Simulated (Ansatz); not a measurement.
**CH5PSe: one species, many methods**

One table from this session's results is given with a row withheld; the runs are named, their logs left out.

The runs use Ansatz 0.2.0, Gaussian basis; functionals in def2-TZVPP, the program's frozen cores in correlated methods.

The runs, in order: LDA (SPW92), PBE-D4, revPBE-D4, BLYP-D4, r2SCAN-D4, B97M-V, PBE0-D4, B3LYP-D4, r2SCANh-D4, r2SCAN0-D4, HSE06-D4, BHLYP-D4, CAM-B3LYP-D4, LC-ωPBE, ωB97X-V, ωB97M-V, B2PLYP, PBE-QIDH; CCSD(T)/def2-SVP; CCSD(T)/def2-TZVPP; MP2/def2-QZVPP; extrapolation to the limit; RPA on PBE.

## The geometry

The geometry comes from an earlier relaxation with PBE0-D4 in a triple-zeta def2 set; it is a stationary point, not always the lowest conformer.

SMILES `C[Se]P`, 8 atoms, charge 0, spin multiplicity 1.

Atoms are counted from 1 here; the program's logs count them from 0.

Bond lengths: C1–Se2 1.952 Å, C1–H4 1.088 Å, C1–H5 1.088 Å, C1–H6 1.090 Å, Se2–P3 2.253 Å, P3–H7 1.419 Å, P3–H8 1.419 Å. Angles: Se2–C1–H4 110.4°, Se2–C1–H5 110.3°, Se2–C1–H6 106.0°, H4–C1–H5 110.7°, H4–C1–H6 109.6°, H5–C1–H6 109.6°, C1–Se2–P3 96.8°, Se2–P3–H7 97.7°, Se2–P3–H8 97.8°, H7–P3–H8 93.3°.

The first run:

Input file in.yaml:

```yaml
crystal:
  periodic: [false, false, false]
  atoms:
    - {symbol: C, position_ang: [-0.831460, 1.072626, -0.508937]}
    - {symbol: Se, position_ang: [0.262813, 0.482324, 0.995723]}
    - {symbol: P, position_ang: [0.884701, -1.494131, 0.111824]}
    - {symbol: H, position_ang: [-1.663906, 0.389702, -0.662280]}
    - {symbol: H, position_ang: [-0.225819, 1.149919, -1.408989]}
    - {symbol: H, position_ang: [-1.210746, 2.057471, -0.236920]}
    - {symbol: H, position_ang: [2.269273, -1.408349, 0.411680]}
    - {symbol: H, position_ang: [0.607144, -2.306564, 1.242099]}
basis:
  gaussian: {orbitals: def2-TZVPP}
hamiltonian: {xc: lda}
output: {orbitals: {seedname: orbitals}}
```

Run with:

```bash
$ ansatz run in.yaml --threads 2 --pin off --events-out ev --progress --plain --max-ram 4352MiB
```

Steps of the session up to this table: LDA; PBE-D4 (GGA); revPBE-D4 (GGA); BLYP-D4 (GGA); r2SCAN-D4 (meta-GGA); B97M-V (meta-GGA); B3LYP-D4 (hybrid); r2SCANh-D4 (hybrid); r2SCAN0-D4 (hybrid); HSE06-D4 (hybrid); BHLYP-D4 (hybrid); CAM-B3LYP-D4 (range-separated); LC-ωPBE (range-separated); ωB97X-V (range-separated); ωB97M-V (range-separated); B2PLYP (double hybrid); PBE-QIDH (double hybrid).

One of the session's tables, all rows but one given; the rest of the session is left out.

It belongs to the step «Orbital energies across the functionals». 

| functional | HOMO (eV) | gap (eV) |
| --- | --- | --- |
| LDA (SPW92) | -5.50 | 3.90 |
| PBE-D4 | -5.38 | 4.00 |
| revPBE-D4 | -5.34 | 4.04 |
| BLYP-D4 | -5.22 | 3.96 |
| r2SCAN-D4 | -5.64 | 4.48 |
| B97M-V | ? | ? |
| PBE0-D4 | -6.53 | 6.01 |
| B3LYP-D4 | -6.29 | 5.55 |
| r2SCANh-D4 | -6.06 | 5.21 |
| r2SCAN0-D4 | -6.69 | 6.30 |
| HSE06-D4 | -6.13 | 5.24 |
| BHLYP-D4 | -7.51 | 7.93 |
| CAM-B3LYP-D4 | -7.80 | 8.32 |
| LC-ωPBE | -9.17 | 10.82 |
| ωB97X-V | -8.83 | 10.36 |
| ωB97M-V | -8.69 | 10.03 |

Estimate the missing values for B97M-V.

**Answer.** HOMO (eV): -5.72; gap (eV): 4.60. In the column «HOMO (eV)» it lies between r2SCANh-D4 (-6.06) and r2SCAN-D4 (-5.64).
